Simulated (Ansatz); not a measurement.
## CH5BrOSi, SMILES O[SiH2]CBr: a rigid scan of one bond angle, step by step

With Ansatz's Python interface.

Interactive session:
```pycon
>>> import ansatz as az
>>> from ase import Atoms
>>> BASIS = 'def2-SVP'
>>> FUNCTIONAL = 'r2scan'
>>> FMAX = 0.02
>>> atoms = Atoms(['O', 'Si', 'C', 'Br', 'H', 'H', 'H', 'H', 'H'], positions=[
...     (-0.5143, 1.7755, -0.4027),
...     (0.1677, 0.5617, 0.3912),
...     (-0.345, -1.0917, -0.2493),
...     (0.7508, -2.4786, 0.6974),
...     (-0.0615, 2.1908, -1.1736),
...     (-0.1526, 0.7215, 1.8302),
...     (1.6554, 0.7798, 0.2255),
...     (-1.3322, -1.297, -0.0818),
...     (-0.0797, -1.2084, -1.2541),
... ])
>>> # start the scan from a relaxed geometry
>>> first = (
...     az.Crystal.molecule_from_ase(atoms).calculation()
...     .basis(gaussian=BASIS)  # atom-centred Gaussian functions
...     .functional(FUNCTIONAL)
...     .relax(force_tolerance=FMAX, max_steps=80)
... )
>>> atoms.positions = first.run(threads=1, pin='off').report['positions_ang']
>>> rows = []
>>> for angle in [85, 95, 105, 115, 125, 140, 160]:
...     bent = atoms.copy()
...     bent.set_angle(1, 0, 4, angle, indices=[4])
...     calculation = (
...         az.Crystal.molecule_from_ase(bent).calculation()
...         .basis(gaussian=BASIS)  # atom-centred Gaussian functions
...         .functional(FUNCTIONAL)
...     )
...     rows.append((angle, calculation.run(threads=1, pin='off').report['free_energy_ev']))
...
>>> floor = min(e for _, e in rows)
>>> for angle, e in rows:
...     print(f'angle Si1-O0-H4 = {angle:3d} deg   {1000 * (e - floor):9.1f} meV')
...
angle Si1-O0-H4 =  85 deg       467.6 meV
angle Si1-O0-H4 =  95 deg       198.4 meV
angle Si1-O0-H4 = 105 deg        52.7 meV
angle Si1-O0-H4 = 115 deg         0.0 meV
angle Si1-O0-H4 = 125 deg        14.6 meV
angle Si1-O0-H4 = 140 deg       112.3 meV
angle Si1-O0-H4 = 160 deg       275.9 meV
```

The scan is rigid, and the energies are electronic, in a modest basis. The zero is the lowest point of the grid, which needn't be the minimum. Hardware and time: 48 s on 1 thread of Intel(R) Xeon(R) 6975P-C (Granite Rapids), on a shared host, peak memory 0.25 GiB.
